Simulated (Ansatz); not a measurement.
# GeS: the cost of one run

Program: Ansatz 0.2.0, Gaussian basis. Level of theory: def2-QZVPP, all electrons in the functionals, frozen cores in the correlation of double hybrids and RPA. These are calculated values, not measurements.

To be run: PBE, BLYP, r2SCAN, B97M-V, PBE0, B3LYP, wB97M-V, B2PLYP, at charge 0, singlet; charge 0, triplet; charge 1, doublet.

6 further runs of the same task are left out: 6 set aside as unsound or not needed.

## (1) The geometry

The geometry is a PBE0/def2-TZVP stationary point (not a proven minimum). No spin-orbit coupling is included. The filled d shell of Ge may be among the frozen orbitals whatever the setting's name suggests; the logs give the count.

2 atoms, charge 0, spin multiplicity 1.

Atoms are counted from 1 here; the program's logs count them from 0.

Bond lengths: Ge1–S2 2.014 Å.

No dispersion term is added; B97M-V, wB97M-V hold VV10 nonlocal correlation. B3LYP takes the VWN-RPA correlation.

The geometry shown and the zero of energy belong to the point charge 0, singlet. The yardstick, RCCSD(T), and other wave-function levels (R restricted, U unrestricted, valence and pair active spaces) come from earlier runs.

## (2) PBE, charge 0, singlet

The input, in.yaml:

```yaml
crystal:
  periodic: [false, false, false]
  atoms:
    - {symbol: Ge, position_ang: [0.000000, 0.000000, 0.000000]}
    - {symbol: S, position_ang: [0.000000, 0.000000, 2.014500]}
basis:
  gaussian: {orbitals: "def2-QZVPP.json"}
hamiltonian: {xc: {name: PBE}}
output: {orbitals: {seedname: orbitals}}
```

On the command line:

```sh
ansatz run in.yaml --threads 1 --pin off --events-out ev --progress --plain --max-ram 2393MiB
```

**Question.** How long does this run take on 1 thread of Arm Neoverse V1, shared host?

About 1.8 s.
